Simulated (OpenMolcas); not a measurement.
# C6H14Te (diisopropyl telluride), step by step

We compute a single-point energy (HF/ANO-RCC-MB), then a single-point energy (CASSCF(2,2)/ANO-RCC-VDZ), then the energy along one coordinate (CASPT2(2,2)/ANO-RCC-VDZ), then the energy along one coordinate (SC-NEVPT2(2,2)/ANO-RCC-VDZ), then the energy along one coordinate (MC-PDFT[tPBE](2,2)/ANO-RCC-VDZ) of C6H14Te (diisopropyl telluride). 

The results are computed with OpenMolcas 26.06.

### 1 The system as given

C6H14Te has 21 atoms, charge 0, and is taken as a singlet. As SMILES, `CC(C)[Te]C(C)C`. The coordinates come from a PBE0-D4/def2-TZVP relaxation. This is one conformer, not always the lowest.

Some bond lengths: C1–C2 1.516 Å, C2–C3 1.516 Å, C2–Te4 2.170 Å, Te4–C5 2.170 Å, C5–C6 1.517 Å, C5–C7 1.516 Å, C1–H8 1.093 Å, C1–H9 1.096 Å, C1–H10 1.091 Å, C2–H11 1.094 Å, C3–H12 1.094 Å, C3–H13 1.090 Å, C3–H14 1.097 Å, C5–H15 1.093 Å, C6–H16 1.094 Å, C6–H17 1.096 Å. Some angles: C1–C2–C3 112.4°, C1–C2–Te4 112.3°, C3–C2–Te4 111.7°, C2–Te4–C5 96.8°, Te4–C5–C6 109.6°, Te4–C5–C7 111.9°, C6–C5–C7 112.1°, C1–C2–H11 109.4°, C3–C2–H11 109.5°, Te4–C2–H11 101.0°.

### 2 The energy at HF/ANO-RCC-MB (DKH2) (run 1)

File mol.xyz:

```xyz
21

C      2.254290    -0.190590    -0.068830
C      1.339800    -1.238250    -0.672510
C      0.920110    -2.289910     0.336040
Te    -0.373000    -0.356750    -1.671810
C     -1.136710     0.735990     0.040880
C     -2.650360     0.635230     0.073730
C     -0.659790     2.175490     0.051870
H      1.762800     0.343070     0.748970
H      3.147260    -0.668740     0.350360
H      2.574340     0.544710    -0.808270
H      1.846760    -1.721070    -1.513240
H      0.339440    -1.851040     1.152250
H      0.312840    -3.070820    -0.122650
H      1.804890    -2.758010     0.783680
H     -0.718040     0.195980     0.894550
H     -3.098200     1.080680    -0.819430
H     -3.044770     1.179680     0.939160
H     -2.986760    -0.400510     0.135170
H      0.428190     2.248270     0.043130
H     -1.029880     2.689140     0.947590
H     -1.033230     2.717490    -0.820660
```

File step1.inp:

```
* C6H14Te Hartree-Fock

&GATEWAY
 Coord
 mol.xyz
 Basis
 ANO-RCC-MB
 Group
 NoSym

&SEWARD

&SCF
 PrOrbitals
 0

&LOCALISATION
 Occupied
 Freeze
 Pipek-Mezey

&LOCALISATION
 FileOrb
 $Project.LocOrb
 Virtual
 Pipek-Mezey
```

The run is started by

```console
$ export MOLCAS_MEM=1860
$ pymolcas step1.inp > step1.log
```

Output:

```text
--- Start Module: gateway ---
[...]
--- Stop Module: gateway /rc=_RC_ALL_IS_WELL_ ---
[...]
      Basis functions           71
[...]
       Convergence after  10 Iterations
[...]
::    Total SCF energy                              -7024.3675533579
[...]
      Total spin, S                                     0.0000000000
[...]
      Total electronic charge=  102.000000
      Total            charge=   -0.000000
[...]
      Dipole Moment (debye):
      Origin of the operator (angstrom)=   -0.2191   -0.2216   -1.0097
                   X=  5.5378E-01               Y=  5.0866E-02               Z=  1.4400E+00           Total=  1.5436E+00
      Quadrupole Moment (debye*angstrom):
[...]
--- Start Module: localisation ---
[...]
--- Stop Module: localisation /rc=_RC_ALL_IS_WELL_ ---
--- Start Module: localisation ---
[...]
--- Stop Module: localisation /rc=_RC_ALL_IS_WELL_ ---
[...]
```

Wall time 22 s (1 thread of Arm Neoverse V2, shared host); peak memory 0.43 GiB.

### 3 The energy at CASSCF(2,2)/ANO-RCC-VDZ (DKH2, RICD fitting) (run 2)

mol.xyz is that of step 2.

File step2.inp:

```
* C6H14Te CASSCF
>>> EXPORT MOLCAS_PRINT=2

&GATEWAY
  Coord=mol.xyz
  Basis=ANO-RCC-MB
  Group=NoSym

&SEWARD

&RASSCF
  FileOrb=$CurrDir/step1.LocOrb
  Alter=1
  1 34 51
  Spin=1
  Nactel=2 0 0
  Inactive=50
  Ras2=2
  OrbListing=Nothing
>>> COPY $Project.RunFile RUNFIL1
>>> COPY $Project.RasOrb INPORB

&GATEWAY
  Coord=mol.xyz
  Basis=ANO-RCC-VDZ
  Group=NoSym
  RICD

&SEWARD
>>> COPY $Project.RunFile RUNFIL2

&EXPBAS

&RASSCF
  FileOrb=$Project.ExpOrb
  Spin=1
  Nactel=2 0 0
  Inactive=50
  Ras2=2
  OrbListing=Nothing
  OrbAppear=Compact
```

The run is started by

```console
$ export MOLCAS_MEM=1860
$ pymolcas step2.inp > step2.log
```

Output:

```text
--- Start Module: gateway ---
[...]
--- Stop Module: gateway /rc=_RC_ALL_IS_WELL_ ---
[...]
      Basis functions           71
[...]
      Number of active orbitals                  2
[...]
      Spin quantum number                      0.0
[...]
      Active orbitals                            2
[...]
      Number of CSFs                             3
[...]
      Number of root(s) required                 1
[...]
      Convergence after 10 iterations
[...]
      printout of CI-coefficients larger than  0.05 for root  1
      energy=   -7024.388006
      conf/sym  11     Coeff  Weight
             1  20   0.98681 0.97380
             3  02  -0.16186 0.02620
      Natural orbitals and occupation numbers for root  1
      sym 1:   1.947603   0.052397
      ************************************************************************************************************************
      *                                                    Final results                                                     *
[...]
::    RASSCF root number  1 Total energy:  -7024.38800637
[...]
      Basis functions          113
[...]
--- Start Module: expbas ---
[...]
--- Stop Module: expbas /rc=_RC_ALL_IS_WELL_ ---
--- Start Module: rasscf ---
[...]
      Convergence after 11 iterations
[...]
      Natural orbitals and occupation numbers for root  1
      sym 1:   1.956486   0.043514
      ************************************************************************************************************************
      *                                                    Final results                                                     *
[...]
::    RASSCF root number  1 Total energy:  -7024.61208556
[...]
      Total electronic charge=  102.000000
      Total            charge=   -0.000000
[...]
      Dipole Moment (debye):
      Origin of the operator (angstrom)=   -0.2191   -0.2216   -1.0097
                   X=  5.7659E-01               Y=  1.4554E-01               Z=  1.7601E+00           Total=  1.8579E+00
      Quadrupole Moment (debye*angstrom):
[...]
--- Stop Module: rasscf /rc=_RC_ALL_IS_WELL_ ---
[...]
```

Wall time 35 s (1 thread of Arm Neoverse V2, shared host); peak memory 0.43 GiB.

### 4 An energy scan at CASPT2(2,2)/ANO-RCC-VDZ (DKH2, RICD fitting, ipea shift 0.25 Eh, pt2 variant SS) (run 3)

File step3.input:

```
* C6H14Te CASPT2
>>> COPY $CurrDir/step2.RasOrb $Project.RasOrb
>>> ForEach K in (1, 2, 3, 4, 5, 6, 7, 8, 9)

&gateway
 coord=$CurrDir/point$K.xyz
 basis=ANO-RCC-VDZ
 group=NoSym
 ricd

&seward

&rasscf
 fileorb=$Project.RasOrb
 spin=1
 nactel=2 0 0
 inactive=50
 ras2=2
 orblisting=Nothing
 orbappear=Compact

&caspt2
 imaginary=0.2
 frozen=24
>>> EndDo
```

The run is started by

```console
$ export MOLCAS_MEM=1860
$ pymolcas step3.input > step3.log
```

Output:

```text
[...]
      Basis functions          113
[...]
      Number of active orbitals                  2
[...]
      Spin quantum number                      0.0
[...]
      Active orbitals                            2
[...]
      Number of CSFs                             3
[...]
      Number of root(s) required                 1
[...]
      Convergence after 11 iterations
[...]
      Natural orbitals and occupation numbers for root  1
      sym 1:   1.975792   0.024208
      ************************************************************************************************************************
      *                                                    Final results                                                     *
[...]
::    RASSCF root number  1 Total energy:  -7024.58156624
[...]
::    CASPT2 Root  1     Total energy:  -7025.17277863
[...]
      Convergence after 11 iterations
[...]
      Natural orbitals and occupation numbers for root  1
      sym 1:   1.956497   0.043503
      ************************************************************************************************************************
      *                                                    Final results                                                     *
[...]
      Convergence after 18 iterations
[...]
      Natural orbitals and occupation numbers for root  1
      sym 1:   1.404504   0.595496
      ************************************************************************************************************************
      *                                                    Final results                                                     *
[...]
      Convergence after 21 iterations
[...]
      Natural orbitals and occupation numbers for root  1
      sym 1:   1.183131   0.816869
      ************************************************************************************************************************
      *                                                    Final results                                                     *
[...]
      Convergence after 20 iterations
[...]
      Natural orbitals and occupation numbers for root  1
      sym 1:   1.058445   0.941555
      ************************************************************************************************************************
      *                                                    Final results                                                     *
[...]
::    RASSCF root number  1 Total energy:  -7024.55010972
[...]
::    CASPT2 Root  1     Total energy:  -7025.11623375
[...]
      Convergence after 23 iterations
[...]
::    RASSCF root number  1 Total energy:  -7024.54966131
[...]
::    CASPT2 Root  1     Total energy:  -7025.11507047
[...]
```

Run time: 2.4 min. Hardware: 1 thread of Arm Neoverse V2, shared host; peak memory 0.33 GiB.

The scan, from its lowest point:

```
Te4–C2 (Å)  energy (kJ/mol)
     1.953             71.2
     2.170              0.0
     2.387              4.6
     2.713             58.5
     3.147            133.3
     3.689            188.1
     4.340            211.5
     5.208            219.7
     6.510            222.8
```

### 5 An energy scan at SC-NEVPT2(2,2)/ANO-RCC-VDZ (DKH2, RICD fitting, pt2 variant SC-NEVPT2) (run 4)

File step4.inp:

```
* C6H14Te NEVPT2
>>> COPY $CurrDir/step2.RasOrb $Project.RasOrb
>>> ForEach K in (1, 2, 3, 4, 5, 6, 7, 8, 9)

&GATEWAY
  Coord=$CurrDir/point$K.xyz
  Basis=ANO-RCC-VDZ
  Group=NoSym
  RICD

&SEWARD

&RASSCF
  FileOrb=$Project.RasOrb
  Spin=1
  Nactel=2 0 0
  Inactive=50
  Ras2=2
  OrbListing=Nothing
  OrbAppear=Compact

&CASPT2
  SC-NEVPT2
  Frozen=24
>>> EndDo
```

The run is started by

```console
$ export MOLCAS_MEM=1860
$ pymolcas step4.inp > step4.log
```

Output:

```text
[...]
      Basis functions          113
[...]
      Number of active orbitals                  2
[...]
      Spin quantum number                      0.0
[...]
      Active orbitals                            2
[...]
      Number of CSFs                             3
[...]
      Number of root(s) required                 1
[...]
      Convergence after 11 iterations
[...]
      printout of CI-coefficients larger than  0.05 for root  1
      energy=   -7024.581566
      conf/sym  11     Coeff  Weight
             1  20   0.99393 0.98790
             3  02  -0.11002 0.01210
      Natural orbitals and occupation numbers for root  1
      sym 1:   1.975792   0.024208
      ************************************************************************************************************************
      *                                                    Final results                                                     *
[...]
::    RASSCF root number  1 Total energy:  -7024.58156624
[...]
      E2 (Variational):          -0.5929759199
[...]
::    SC-NEVPT2 Root  1     Total energy:  -7025.17446392
[...]
      Convergence after 11 iterations
[...]
      Natural orbitals and occupation numbers for root  1
      sym 1:   1.956497   0.043503
      ************************************************************************************************************************
      *                                                    Final results                                                     *
[...]
      Convergence after 18 iterations
[...]
      Natural orbitals and occupation numbers for root  1
      sym 1:   1.404504   0.595496
      ************************************************************************************************************************
      *                                                    Final results                                                     *
[...]
      Convergence after 21 iterations
[...]
      Natural orbitals and occupation numbers for root  1
      sym 1:   1.183131   0.816869
      ************************************************************************************************************************
      *                                                    Final results                                                     *
[...]
      Convergence after 20 iterations
[...]
::    RASSCF root number  1 Total energy:  -7024.55010972
[...]
::    SC-NEVPT2 Root  1     Total energy:  -7025.11453008
[...]
      Convergence after 23 iterations
[...]
::    RASSCF root number  1 Total energy:  -7024.54966131
[...]
      E2 (Variational):          -0.5637628479
[...]
      Reference weight:           0.81618
[...]
::    SC-NEVPT2 Root  1     Total energy:  -7025.11342414
[...]
```

It took 2.2 min on 1 thread of Arm Neoverse V2, shared host; peak memory 0.33 GiB.

The scan, from its lowest point:

| Te4–C2 (Å) | energy (kJ/mol) |
| --- | --- |
| 1.953 | 72.1 |
| 2.170 | 0.0 |
| 2.387 | 5.5 |
| 2.713 | 62.6 |
| 3.147 | 141.6 |
| 3.689 | 198.3 |
| 4.340 | 221.6 |
| 5.208 | 229.4 |
| 6.510 | 232.3 |

### 6 The energy along one coordinate at MC-PDFT[tPBE](2,2)/ANO-RCC-VDZ (DKH2, RICD fitting) (run 5)

File step5.input:

```
>>> COPY $CurrDir/step2.RasOrb $Project.RasOrb
>>> ForEach K in (1, 2, 3, 4, 5, 6, 7, 8, 9)

&gateway
 coord=$CurrDir/point$K.xyz
 basis=ANO-RCC-VDZ
 group=NoSym
 ricd

&seward

&rasscf
 fileorb=$Project.RasOrb
 spin=1
 nactel=2 0 0
 inactive=50
 ras2=2
 orblisting=Nothing
 orbappear=Compact

&mcpdft
 ksdft=T:PBE
>>> EndDo
```

The run is started by

```console
$ export MOLCAS_MEM=1860
$ pymolcas step5.input > step5.log
```

Output:

```text
--- Start Module: gateway ---
[...]
      Basis functions          113
[...]
      Number of active orbitals                  2
[...]
      Spin quantum number                      0.0
[...]
      Active orbitals                            2
[...]
      Number of CSFs                             3
[...]
      Number of root(s) required                 1
[...]
      Convergence after 11 iterations
[...]
      printout of CI-coefficients larger than  0.05 for root  1
      energy=   -7024.581566
      conf/sym  11     Coeff  Weight
             1  20   0.99393 0.98790
             3  02  -0.11002 0.01210
      Natural orbitals and occupation numbers for root  1
      sym 1:   1.975792   0.024208
      ************************************************************************************************************************
      *                                                    Final results                                                     *
[...]
::    RASSCF root number  1 Total energy:  -7024.58156624
[...]
::    MCPDFT root number  1 Total energy:  -7028.46007251
[...]
      Convergence after 11 iterations
[...]
      Natural orbitals and occupation numbers for root  1
      sym 1:   1.956497   0.043503
      ************************************************************************************************************************
      *                                                    Final results                                                     *
[...]
      Convergence after 18 iterations
[...]
      Natural orbitals and occupation numbers for root  1
      sym 1:   1.404504   0.595496
      ************************************************************************************************************************
      *                                                    Final results                                                     *
[...]
      Convergence after 21 iterations
[...]
      Natural orbitals and occupation numbers for root  1
      sym 1:   1.183131   0.816869
      ************************************************************************************************************************
      *                                                    Final results                                                     *
[...]
      Convergence after 20 iterations
[...]
::    RASSCF root number  1 Total energy:  -7024.55010972
[...]
::    MCPDFT root number  1 Total energy:  -7028.39004206
[...]
      Convergence after 23 iterations
[...]
::    RASSCF root number  1 Total energy:  -7024.54966131
[...]
      Total electronic charge=  102.000000
      Total            charge=   -0.000000
[...]
::    MCPDFT root number  1 Total energy:  -7028.38955641
[...]
```

It took 2.7 min on 1 thread of Arm Neoverse V2, shared host; peak memory 0.33 GiB.

The scan, from its lowest point:

| Te4–C2 (Å) | energy (kJ/mol) |
| --- | --- |
| 1.953 | 64.8 |
| 2.170 | 0.0 |
| 2.387 | 8.5 |
| 2.713 | 68.3 |
| 3.147 | 153.5 |
| 3.689 | 217.5 |
| 4.340 | 242.5 |
| 5.208 | 248.6 |
| 6.510 | 249.9 |

### 7 Outcome

```
                                                        quantity           value
                              run 1, HF/ANO-RCC-MB: total energy  -7024.36755 Eh
                             run 1, HF/ANO-RCC-MB: dipole moment          1.54 D
                               run 1, HF/ANO-RCC-MB: HOMO energy        -8.46 eV
                               run 1, HF/ANO-RCC-MB: LUMO energy         4.31 eV
                             run 1, HF/ANO-RCC-MB: HOMO–LUMO gap        12.77 eV
                    run 2, CASSCF(2,2)/ANO-RCC-VDZ: total energy  -7024.61209 Eh
  run 2, CASSCF(2,2)/ANO-RCC-VDZ: dipole moment (CASSCF density)          1.86 D
       run 3, CASPT2(2,2)/ANO-RCC-VDZ: lowest energy of the scan  -7025.19991 Eh
    run 4, SC-NEVPT2(2,2)/ANO-RCC-VDZ: lowest energy of the scan  -7025.20192 Eh
run 5, MC-PDFT[tPBE](2,2)/ANO-RCC-VDZ: lowest energy of the scan  -7028.48473 Eh
```

Mulliken charges (run 2, CASSCF(2,2)/ANO-RCC-VDZ) run from -0.49 on C5 to +0.29 on Te4; they depend strongly on the basis.
